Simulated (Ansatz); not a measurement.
# CH3Cl2OSb: up Jacob's ladder to CCSD(T)

An exercise on one series of results from a longer session: the logs are not shown, and one member is left open.

The runs use Ansatz 0.2.0, Gaussian basis; functionals in def2-TZVPP, the program's frozen cores in correlated methods.

The runs, in order: LDA (SPW92), PBE-D4, revPBE-D4, BLYP-D4, r2SCAN-D4, B97M-V, PBE0-D4, B3LYP-D4, r2SCANh-D4, r2SCAN0-D4, HSE06-D4, BHLYP-D4, CAM-B3LYP-D4, LC-ωPBE, ωB97X-V, ωB97M-V, B2PLYP, PBE-QIDH; CCSD(T)/def2-SVP; CCSD(T)/def2-TZVPP; MP2/def2-QZVPP; extrapolation to the limit; RPA on PBE.

## The geometry

The geometry comes from an earlier relaxation with PBE0-D4 in a triple-zeta def2 set; it is a stationary point, not always the lowest conformer. Sb takes the def2 core potential; no spin-orbit term is included.

SMILES `C[O][Sb]([Cl])[Cl]`, 8 atoms, charge 0, spin multiplicity 1.

Atoms are counted from 1 here; the program's logs count them from 0.

Bond lengths: C1–O2 1.416 Å, C1–H6 1.094 Å, C1–H7 1.091 Å, C1–H8 1.094 Å, O2–Sb3 1.925 Å, Sb3–Cl4 2.351 Å, Sb3–Cl5 2.351 Å. Angles: O2–C1–H6 111.3°, O2–C1–H7 107.2°, O2–C1–H8 111.3°, H6–C1–H7 109.0°, H6–C1–H8 109.0°, H7–C1–H8 109.0°, C1–O2–Sb3 124.4°, O2–Sb3–Cl4 98.1°, O2–Sb3–Cl5 98.1°, Cl4–Sb3–Cl5 96.0°.

Set-up of the first run:

in.yaml reads:

```yaml
crystal:
  periodic: [false, false, false]
  atoms:
    - {symbol: C, position_ang: [-0.827990, -0.744206, -0.130617]}
    - {symbol: O, position_ang: [0.433939, -0.928491, 0.485057]}
    - {symbol: Sb, position_ang: [1.786141, 0.434818, 0.624587]}
    - {symbol: Cl, position_ang: [0.425346, 2.166495, 1.447677]}
    - {symbol: Cl, position_ang: [1.767162, 1.149319, -1.615236]}
    - {symbol: H, position_ang: [-0.720092, -0.488486, -1.188735]}
    - {symbol: H, position_ang: [-1.369427, -1.688152, -0.046540]}
    - {symbol: H, position_ang: [-1.402879, 0.041604, 0.368107]}
basis:
  gaussian: {orbitals: def2-TZVPP}
hamiltonian: {xc: lda}
output: {orbitals: {seedname: orbitals}}
```

Launch:

```sh
ansatz run in.yaml --threads 4 --pin off --events-out ev --progress --plain --max-ram 10444MiB
```

Steps of the session up to this table: LDA; PBE-D4 (GGA); revPBE-D4 (GGA); BLYP-D4 (GGA); r2SCAN-D4 (meta-GGA); B97M-V (meta-GGA); B3LYP-D4 (hybrid); r2SCANh-D4 (hybrid); r2SCAN0-D4 (hybrid); HSE06-D4 (hybrid); BHLYP-D4 (hybrid); CAM-B3LYP-D4 (range-separated); LC-ωPBE (range-separated); ωB97X-V (range-separated); ωB97M-V (range-separated); B2PLYP (double hybrid); PBE-QIDH (double hybrid).

One table of the session follows, with a row left open; its other results are not shown here.

It belongs to the step «Orbital energies across the functionals». 

| functional | HOMO (eV) | LUMO (eV) | gap (eV) |
| --- | --- | --- | --- |
| LDA (SPW92) | -7.17 | -2.54 | 4.63 |
| PBE-D4 | -7.02 | -2.28 | 4.74 |
| revPBE-D4 | -6.96 | -2.18 | 4.78 |
| BLYP-D4 | -6.90 | -2.17 | 4.73 |
| r2SCAN-D4 | -7.37 | -2.11 | 5.27 |
| B97M-V | -7.47 | -2.08 | 5.39 |
| PBE0-D4 | -8.47 | -1.52 | 6.95 |
| B3LYP-D4 | -8.26 | -1.74 | 6.52 |
| r2SCANh-D4 | -7.95 | -1.83 | 6.12 |
| r2SCAN0-D4 | -8.68 | -1.41 | 7.27 |
| HSE06-D4 | ? | ? | ? |
| BHLYP-D4 | -9.50 | -0.68 | 8.83 |
| CAM-B3LYP-D4 | -9.74 | -0.54 | 9.20 |
| LC-ωPBE | -11.01 | 0.59 | 11.59 |
| ωB97X-V | -10.69 | 0.47 | 11.16 |
| ωB97M-V | -10.56 | 0.32 | 10.88 |

Estimate the missing values for HSE06-D4.

The run gave: HOMO (eV): -8.08; LUMO (eV): -1.89; gap (eV): 6.19. In the column «HOMO (eV)» it lies between B3LYP-D4 (-8.26) and r2SCANh-D4 (-7.95).
